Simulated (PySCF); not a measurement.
# Gd(NH2)3: other functionals and bases at one geometry

The task here is to estimate one member of a computed series from the others.

Program: PySCF 2.14.0. Level of theory: several levels, as the steps say, no spin–orbit coupling. These are calculated values, not measurements.

1 further run of the same task is left out (for a known fault of the program).

## Starting geometry

10 atoms, charge 0, spin multiplicity 1.

Bond lengths: Gd1–N2 2.198 Å, Gd1–N5 2.199 Å, Gd1–N8 2.199 Å, N2–H3 1.021 Å, N2–H4 1.021 Å, N5–H6 1.021 Å, N5–H7 1.021 Å, N8–H9 1.021 Å, N8–H10 1.021 Å. Angles: N2–Gd1–N5 119.6°, N2–Gd1–N8 119.8°, N5–Gd1–N8 120.5°, Gd1–N2–H3 127.7°, Gd1–N2–H4 127.2°, H3–N2–H4 105.1°, Gd1–N5–H6 128.5°, Gd1–N5–H7 126.3°, H6–N5–H7 105.1°, Gd1–N8–H9 127.2°, Gd1–N8–H10 127.7°, H9–N8–H10 105.1°.

As a file:

```xyz
10
GdH6N3
Gd   -0.00807   -0.00697   -0.03626
N     2.19009   -0.00016   -0.00182
H     2.81473   -0.80001    0.10957
H     2.80675    0.80945   -0.08351
N    -1.09826    1.89264   -0.22785
H    -2.10681    2.04955   -0.23238
H    -0.68404    2.82182   -0.31560
N    -1.10061   -1.89862    0.21451
H    -0.70177   -2.83044    0.33987
H    -2.11200   -2.03725    0.23347
```

Formal oxidation states: Gd +3. Each metal's 7 4f electrons lie in its core potential, so multiplicities, spins and levels count the valence alone. An earlier session relaxed this geometry at PBE0, Gd lcecp-1-SVP with ECP53, N def2-SVP, H def2-SVP (singlet, point group Cs).

At PBE0 on the finer grid: E = -203.530372 Eh, HOMO -6.00 eV, LUMO -1.09 eV, Mulliken charge on Gd1 +0.93 e, largest force component 0.014 eV/Å. 

Levels to run: B3LYP; wB97X; PBE0, TZVP. Hardware: 2 threads of Arm Neoverse V1, shared host.

The first run:

Contents of run.py (the lines that set the calculation):

```python
mol = gto.M(atom='''
Gd    -0.00807    -0.00697    -0.03626
N      2.19009    -0.00016    -0.00182
H      2.81473    -0.80001     0.10957
H      2.80675     0.80945    -0.08351
N     -1.09826     1.89264    -0.22785
H     -2.10681     2.04955    -0.23238
H     -0.68404     2.82182    -0.31560
N     -1.10061    -1.89862     0.21451
H     -0.70177    -2.83044     0.33987
H     -2.11200    -2.03725     0.23347''',
    basis={'Gd': 'lcecp-1-SVP', 'N': 'def2-SVP', 'H': 'def2-SVP'},
    ecp={'Gd': 'lcecp-1-SVP'},
    charge=0, spin=0)
mf = dft.RKS(mol, xc='B3LYP')
mf.grids.atom_grid = (75, 302)  # f atoms: unpruned, at least (60, 302)
mf = mf.density_fit()  # fitting sets: Gd AutoAux, N def2-universal-JKFIT, H def2-universal-JKFIT
mf.conv_tol = 1e-08; mf.max_cycle = 55
mf.kernel(dm0)  # dm0: the density of the relaxed state
```

Started as:

```sh
OMP_NUM_THREADS=2 python run.py
```

Among the steps run: B3LYP; wB97X; PBE0, TZVP.

One table of the session follows, with a row left open; its other results are not shown here.

```
              level  HOMO (eV)  gap (eV)  charge on Gd1 (e)  largest force component (eV/Å)
PBE0 (relaxed here)      -6.00      4.91               0.93                            0.01
              B3LYP      -5.77      4.35               0.86                            0.12
              wB97X      -8.46      8.94               0.96                            0.14
         PBE0, TZVP          ?         ?                  ?                               ?
```

**Question.** Estimate the row for PBE0, TZVP.

The run gave: HOMO (eV): -6.18; gap (eV): 5.01; charge on Gd1 (e): 1.56; largest force component (eV/Å): 0.46. In the column «HOMO (eV)» it lies between wB97X (-8.46) and PBE0 (relaxed here) (-6.00).

In one basis the HOMO–LUMO gap runs from 4.35 eV (B3LYP) to 8.94 eV (wB97X). The largest leftover force, 0.46 eV/Å with PBE0, TZVP, stands at a geometry relaxed at another level. With 4f in the core, its levels are missing from HOMO and gap, and its count is fixed, so no charge can pass from the ligands into it. Total energies of different levels can't be compared.
